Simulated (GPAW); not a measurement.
# NbCu (Fm-3m) in GPAW: convergence with convergence criteria

Aim: find how far convergence criteria must go before the results for NbCu settle, at LDA. This setting moves, with any that are tied to it; all else stays.

Everything below comes from runs of GPAW 26.7.0. Logs are shortened: lines on timing, memory, paths and dates and some standing lists are left out, and cuts for length are marked. The log counts tension as positive stress, the text compression.

**1. Starting point**

The structure is cubic, space group Fm-3m (No. 225). The conventional cell has a = 5.124 Å, b = 5.124 Å, c = 5.124 Å, α = 90.00°, β = 90.00°, γ = 90.00°. Around Nb (site symmetry m-3m) lie 6 Cu at 2.56 Å. Around Cu (site symmetry m-3m) lie 6 Nb at 2.56 Å.

The cell was built by a generator and needn't be a form met in nature.

**2. With convergence criteria density=0.001 energy=0.01 eigenstates=0.0001**

File run.py:

```python
from ase.dft.bandgap import bandgap
from ase.io import read, write
from ase.units import GPa
from gpaw import GPAW, PW

atoms = read('NbCu.xyz')

calc = GPAW(mode=PW(600),
            xc='LDA',
            kpts={'size': (9, 9, 9), 'gamma': True},
            occupations={'name': 'fermi-dirac', 'width': 0.05},
            nbands=24,
            convergence={'density': 0.001, 'energy': 0.01, 'eigenstates': 0.0001},
            maxiter=100,
            txt='gpaw.txt')
atoms.calc = calc
energy = atoms.get_potential_energy()
forces = atoms.get_forces()
stress = atoms.get_stress()
calc.write('gs.gpw')
write('result.traj', atoms)
print(f'Energy: {energy:.6f} eV')
print('Forces (eV/A):')
print(forces.round(4))
print('Stress (GPa):', (stress / GPa).round(3))
print('Fermi level:', round(calc.get_fermi_level(), 4), 'eV')
print(f'Gap: {bandgap(calc)[0]:.4f} eV, direct: {bandgap(calc, direct=True)[0]:.4f} eV')
```

File NbCu.xyz:

```xyz
2
Lattice="0.0000000000 2.5622100000 2.5622100000 2.5622100000 0.0000000000 2.5622100000 2.5622100000 2.5622100000 0.0000000000" Properties=species:S:1:pos:R:3 pbc="T T T"
Nb     0.0000000000      0.0000000000      0.0000000000
Cu     2.5622100000      2.5622100000      2.5622100000
```

Potentials or basis: the program's PAW data sets (release 1.2.1) made for this functional, pw.

The run is started by

```
$ OMP_NUM_THREADS=1 python run.py
```

gpaw.txt:

```text
__  _  _
 | _ |_)|_||  |
 |__||  | ||/\| - 26.7.0

Input parameters:
  mode=PW(ecut=600.0),
  convergence={'density': 0.001, 'energy': 0.01, 'eigenstates': 0.0001},
  kpts=MonkhorstPack(size=(9, 9, 9), gamma=True),
  maxiter=100,
  nbands=24,
  occupations=Occupations(name='fermi-dirac', width=0.05),
  xc=XC(name='LDA')

Diagonalizing LCAO Hamiltonian
Converting LCAO to pw mode

               Cu

       Nb

Atoms  # Å, Bohr magnetons
|   | symbol |        x |        y |        z |    initial magnetic moments |
|---|--------|----------|----------|----------|-----------------------------|
| 0 |     Nb | 0.000000 | 0.000000 | 0.000000 | ( 0.0000,  0.0000,  0.0000) |
| 1 |     Cu | 2.562210 | 2.562210 | 2.562210 | ( 0.0000,  0.0000,  0.0000) |

Unit cell  # Å
| periodic |        x |        y |        z |  lengths |    angles |
|----------|----------|----------|----------|----------|-----------|
|      yes | 0.000000 | 2.562210 | 2.562210 | 3.623512 | 60.000000 |
|      yes | 2.562210 | 0.000000 | 2.562210 | 3.623512 | 60.000000 |
|      yes | 2.562210 | 2.562210 | 0.000000 | 3.623512 | 60.000000 |

Number of symmetries: 48
Symmetry operations  # r_c * U_cc + t_c -> r_c
|    | kind |            matrix            |
|----|------|------------------------------|
|  0 |  σ   |  1, 0, 0,  1, 0,-1,  1,-1, 0 |
|  1 |  C2  |  1, 0, 0,  1,-1, 0,  1, 0,-1 |
|  2 |  E   |  1, 0, 0,  0, 1, 0,  0, 0, 1 |
|  3 |  σ   |  1, 0, 0,  0, 0, 1,  0, 1, 0 |
|  4 |  C4  |  1, 0,-1,  1, 0, 0,  1,-1, 0 |
|  5 |  S6  |  1, 0,-1,  1,-1, 0,  1, 0, 0 |
|  6 |  σ   |  1, 0,-1,  0, 1,-1,  0, 0,-1 |
|  7 |  C3  |  1, 0,-1,  0, 0,-1,  0, 1,-1 |
|  8 |  S6  |  1,-1, 0,  1, 0, 0,  1, 0,-1 |
|  9 |  C4  |  1,-1, 0,  1, 0,-1,  1, 0, 0 |
| 10 |  C3  |  1,-1, 0,  0,-1, 1,  0,-1, 0 |
| 11 |  σ   |  1,-1, 0,  0,-1, 0,  0,-1, 1 |
| 12 |  σ   |  0, 1, 0,  1, 0, 0,  0, 0, 1 |
| 13 |  C4  |  0, 1, 0,  0, 1,-1, -1, 1, 0 |
| 14 |  C3  |  0, 1, 0,  0, 0, 1,  1, 0, 0 |
| 15 |  S6  |  0, 1, 0, -1, 1, 0,  0, 1,-1 |
| 16 |  C2  |  0, 1,-1,  1, 0,-1,  0, 0,-1 |
| 17 |  σ   |  0, 1,-1,  0, 1, 0, -1, 1, 0 |
| 18 |  S4  |  0, 1,-1,  0, 0,-1,  1, 0,-1 |
| 19 |  C4  |  0, 1,-1, -1, 1, 0,  0, 1, 0 |
| 20 |  C3  |  0, 0, 1,  1, 0, 0,  0, 1, 0 |
| 21 |  σ   |  0, 0, 1,  0, 1, 0,  1, 0, 0 |
[... 138 lines left out ...]
  Trust region scale: 1.0
  Backstep threshold: 4.0
  History deletion threshold: 6.0
  Fourier metric: weight=20.0, sigma=0.015

occupation numbers:
  Fermi-Dirac:
    width: 0.0500  # eV

poisson solver:
  ecut: 4800.0  # eV

xc functional:
  name: None

convergence criteria:
- Maximum integral of absolute [dens]ity change: 0.001 electrons / valence electron
- Maximum [total energy] change in last 3 cyles: 0.01 eV / valence electron
- Maximum integral of absolute [eigenst]ate change: 0.0001 eV^2 / valence electron
maximum number of iterations: 100

SCF iterations
|iter     | |      energy | eigst |  dens |
|---------|-|-------------|-------|-------|
|iter:   1| |  -17.104924 | +0.16 |       |
|iter:   2| |  -16.119149 | -1.86 | -0.86 |
|iter:   3| |  -14.953904 | -1.62 | -0.95 |
|iter:   4| |  -14.565207 | -1.79 | -1.22 |
|iter:   5| |  -14.554746 | -3.89 | -1.86 |
|iter:   6| |  -14.541823c| -3.60 | -1.94 |
|iter:   7| |  -14.541607c| -5.17c| -2.97 |
|iter:   8| |  -14.541589c| -5.66c| -3.47c|

Converged in 8 steps
Energy contributions relative to reference atoms: (reference = -148746.627106)

Energy contributions:
  Kinetic:         -24.062623
  Coulomb:          15.106892
  Zero:             -0.020585
  External:          0.000000
  Xc:               -5.552505
  Entropy:          -0.025535
  Spinorbit:         0.000000
  ----------------------------
  Free energy:     -14.554356
  Extrapolated:    -14.541589

dipole moment: (-18.798640, -18.798640, -18.798640)  # |e|*Ang

Fermi level: 8.333
Eigenvalues  # (at kpt = [0.000, 0.000, 0.000])
| band index |      eig [eV] | occ [0-2] |
|------------|---------------|-----------|
|          0 |       -46.650 |     2.000 |
|        ... |               |           |
|          2 |       -22.675 |     2.000 |
|          3 |       -22.675 |     2.000 |
|          4 |         1.287 |     2.000 |
|          5 |         4.024 |     2.000 |
|          6 |         4.024 |     2.000 |
|          7 |         4.333 |     2.000 |
[... 8 lines left out ...]
|         16 |        17.122 |     0.000 |
|         17 |        17.122 |     0.000 |
|        ... |               |           |
|         23 |        26.736 |     0.000 |

No gap
No difference between direct/indirect transitions

Forces  # eV/Ang
|        x |        y |        z |
|----------|----------|----------|
|  0.00000 | -0.00000 | -0.00000 |  # Nb   0
| -0.00000 |  0.00000 | -0.00000 |  # Cu   1

Stress tensor  # eV/Ang^3
|        x |         y |         z |
|----------|-----------|-----------|
| 0.062371 |  0.000000 |  0.000000 |
| 0.000000 |  0.062371 | -0.000000 |
| 0.000000 | -0.000000 |  0.062371 |

# Writing to gs.gpw (mode='')
```

stdout:

```text
Energy: -14.541589 eV
Forces (eV/A):
[[ 0. -0. -0.]
 [-0.  0. -0.]]
Stress (GPa): [ 9.993  9.993  9.993 -0.     0.     0.   ]
Fermi level: 8.3333 eV
Gap: 0.0000 eV, direct: 0.0000 eV
```

It took 16 s on 1 thread of Arm Neoverse V2, shared host; peak memory 0.16 GiB.

Results:

```
Free energy            : -14.5544 eV
Pressure               : -10.0 GPa
Band gap on the k mesh : none (metal or under the smearing width)
```

**3. With convergence criteria default**

run.py, as its differences from that of step 2:

```diff
@@ -12,3 +12,2 @@
             nbands=24,
-            convergence={'density': 0.001, 'energy': 0.01, 'eigenstates': 0.0001},
             maxiter=100,
```

NbCu.xyz is that of step 2.

Potentials or basis: the program's PAW data sets (release 1.2.1) made for this functional, pw.

The run is started by

```
$ OMP_NUM_THREADS=1 python run.py
```

Run time: 19 s. Hardware: 1 thread of Arm Neoverse V2, shared host; peak memory 0.16 GiB.

The run converged. Its results:

| Item | Value |
| --- | --- |
| Free energy | -14.5544 eV |
| Pressure | -10.0 GPa |
| Band gap on the k mesh | none (metal or under the smearing width) |

**4. With convergence criteria density=1e-05 energy=1e-05**

run.py, as its differences from that of step 3:

```diff
@@ -12,2 +12,3 @@
             nbands=24,
+            convergence={'density': 1e-05, 'energy': 1e-05},
             maxiter=100,
```

NbCu.xyz is that of step 3.

The run is started by

```
$ OMP_NUM_THREADS=1 python run.py
```

Wall time 20 s (1 thread of Arm Neoverse V2, shared host); peak memory 0.16 GiB.

It converged, with:

- Free energy: -14.5544 eV
- Pressure: -10.0 GPa
- Band gap on the k mesh: none (metal or under the smearing width)

**5. With convergence criteria density=1e-05 forces=0.0001**

run.py, as its differences from that of step 4:

```diff
@@ -12,3 +12,3 @@
             nbands=24,
-            convergence={'density': 1e-05, 'energy': 1e-05},
+            convergence={'density': 1e-05, 'forces': 0.0001},
             maxiter=100,
```

NbCu.xyz is that of step 4.

The run is started by

```
$ OMP_NUM_THREADS=1 python run.py
```

Wall time 21 s (1 thread of Arm Neoverse V2, shared host); peak memory 0.16 GiB.

Results (log left out):

```
Free energy            : -14.5544 eV
Pressure               : -10.0 GPa
Band gap on the k mesh : none (metal or under the smearing width)
```

**6. With convergence criteria density=1e-06 energy=1e-06 eigenstates=1e-10**

run.py, as its differences from that of step 5:

```diff
@@ -12,3 +12,3 @@
             nbands=24,
-            convergence={'density': 1e-05, 'forces': 0.0001},
+            convergence={'density': 1e-06, 'energy': 1e-06, 'eigenstates': 1e-10},
             maxiter=100,
```

NbCu.xyz is that of step 5.

Potentials or basis: the program's PAW data sets (release 1.2.1) made for this functional, pw.

The run is started by

```
$ OMP_NUM_THREADS=1 python run.py
```

It took 22 s on 1 thread of Arm Neoverse V2, shared host; peak memory 0.16 GiB.

The run converged. Its results:

```
Free energy            : -14.5544 eV
Pressure               : -10.0 GPa
Band gap on the k mesh : none (metal or under the smearing width)
```

**7. The series at a glance**

```
                        convergence criteria  energy less the tightest run, at zero smearing (meV/atom)  SCF cycles  CPU time (s)  peak memory (GiB)
density=0.001 energy=0.01 eigenstates=0.0001                                                       0.00           8            16               0.16
                                     default                                                       0.00          10            19               0.16
                  density=1e-05 energy=1e-05                                                       0.00          11            20               0.16
                 density=1e-05 forces=0.0001                                                       0.00          12            21               0.16
density=1e-06 energy=1e-06 eigenstates=1e-10                                                       0.00          12            22               0.16
```

Against the tightest run, the energy stays within 1 meV/atom from density=0.001 energy=0.01 eigenstates=0.0001 on. The tightest run that finished is the yardstick and may itself not be fully converged.

Caveats: with this Cu data set, volumes or pressures lay over 1.5 % or 2 GPa off other programs in two to four cells of ten.
